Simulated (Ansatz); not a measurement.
**YH₃O₃: up Jacob's ladder to CCSD(T)**

An exercise on one series of results from a longer session: the logs are not shown, and one member is left open.

Method: functionals in def2-TZVPP, the program's frozen cores in correlated methods; program: Ansatz 0.2.0, Gaussian basis.

The runs, in order: LDA (SPW92), PBE-D4, revPBE-D4, BLYP-D4, r2SCAN-D4, B97M-V, PBE0-D4, B3LYP-D4, r2SCANh-D4, r2SCAN0-D4, HSE06-D4, BHLYP-D4, CAM-B3LYP-D4, LC-ωPBE, ωB97X-V, ωB97M-V, B2PLYP, PBE-QIDH; CCSD(T)/def2-SVP; CCSD(T)/def2-TZVPP; MP2/def2-QZVPP; extrapolation to the limit; RPA on PBE.

1 further run of the same task is left out (for a known fault of the program).

**The relaxed structure**

All runs share one geometry, relaxed beforehand with PBE0-D4 in a triple-zeta def2 set. Y takes the def2 core potential; no spin-orbit term is included.

SMILES `[OH][Y]([OH])[OH]`, 7 atoms, charge 0, spin multiplicity 1.

Atoms are counted from 1 here; the program's logs count them from 0.

Bond lengths: O1–Y2 2.028 Å, O1–H5 0.952 Å, Y2–O3 2.028 Å, Y2–O4 2.028 Å, O3–H6 0.952 Å, O4–H7 0.952 Å. Angles: Y2–O1–H5 179.9°, O1–Y2–O3 120.0°, O1–Y2–O4 120.0°, O3–Y2–O4 120.0°, Y2–O3–H6 179.9°, Y2–O4–H7 179.9°.

As a file:

```
O    -1.27887   -0.55186    1.47391
Y    -0.00007    0.00027   -0.00014
O     1.78307    0.84511    0.46852
O    -0.50429   -0.29285   -1.94253
H    -1.88002   -0.81182    2.16465
H     2.61974    1.24125    0.69019
H    -0.73954   -0.43010   -2.85461
```

The first run:

The input, in.yaml:

```yaml
crystal:
  periodic: [false, false, false]
  atoms:
    - {symbol: O, position_ang: [-1.278869, -0.551862, 1.473912]}
    - {symbol: Y, position_ang: [-0.000071, 0.000266, -0.000137]}
    - {symbol: O, position_ang: [1.783071, 0.845113, 0.468522]}
    - {symbol: O, position_ang: [-0.504291, -0.292847, -1.942530]}
    - {symbol: H, position_ang: [-1.880024, -0.811817, 2.164653]}
    - {symbol: H, position_ang: [2.619743, 1.241251, 0.690194]}
    - {symbol: H, position_ang: [-0.739539, -0.430104, -2.854614]}
basis:
  gaussian: {orbitals: def2-TZVPP}
hamiltonian: {xc: lda}
output: {orbitals: {seedname: orbitals}}
```

Command:

```console
$ ansatz run in.yaml --threads 4 --pin off --events-out ev --progress --plain --max-ram 10444MiB
```

Steps of the session up to this table: LDA; PBE-D4 (GGA); revPBE-D4 (GGA); BLYP-D4 (GGA); r2SCAN-D4 (meta-GGA); B97M-V (meta-GGA); B3LYP-D4 (hybrid); r2SCANh-D4 (hybrid); r2SCAN0-D4 (hybrid); HSE06-D4 (hybrid); BHLYP-D4 (hybrid); CAM-B3LYP-D4 (range-separated); LC-ωPBE (range-separated); ωB97X-V (range-separated); ωB97M-V (range-separated); B2PLYP (double hybrid); PBE-QIDH (double hybrid).

One table of the session follows, with a row left open; its other results are not shown here.

It belongs to the step «Frontier levels by functional». 

| functional | HOMO (eV) | LUMO (eV) | gap (eV) |
| --- | --- | --- | --- |
| LDA (SPW92) | -6.50 | -2.27 | 4.23 |
| PBE-D4 | -6.27 | -2.09 | 4.18 |
| revPBE-D4 | ? | ? | ? |
| BLYP-D4 | -6.18 | -2.12 | 4.06 |
| r2SCAN-D4 | -6.61 | -1.60 | 5.02 |
| B97M-V | -6.65 | -1.91 | 4.74 |
| PBE0-D4 | -7.92 | -1.33 | 6.59 |
| B3LYP-D4 | -7.66 | -1.69 | 5.98 |
| r2SCANh-D4 | -7.24 | -1.36 | 5.87 |
| r2SCAN0-D4 | -8.18 | -1.03 | 7.15 |
| HSE06-D4 | -7.51 | -1.69 | 5.82 |
| BHLYP-D4 | -9.53 | -0.82 | 8.71 |
| CAM-B3LYP-D4 | -9.43 | -0.66 | 8.77 |
| LC-ωPBE | -10.80 | 0.54 | 11.34 |
| ωB97X-V | -10.44 | 0.35 | 10.80 |
| ωB97M-V | -10.40 | -0.13 | 10.27 |

Q: Estimate the row for revPBE-D4 from the others.

As computed: HOMO (eV): -6.19; LUMO (eV): -1.98; gap (eV): 4.21. In the column «HOMO (eV)» it lies between PBE-D4 (-6.27) and BLYP-D4 (-6.18).
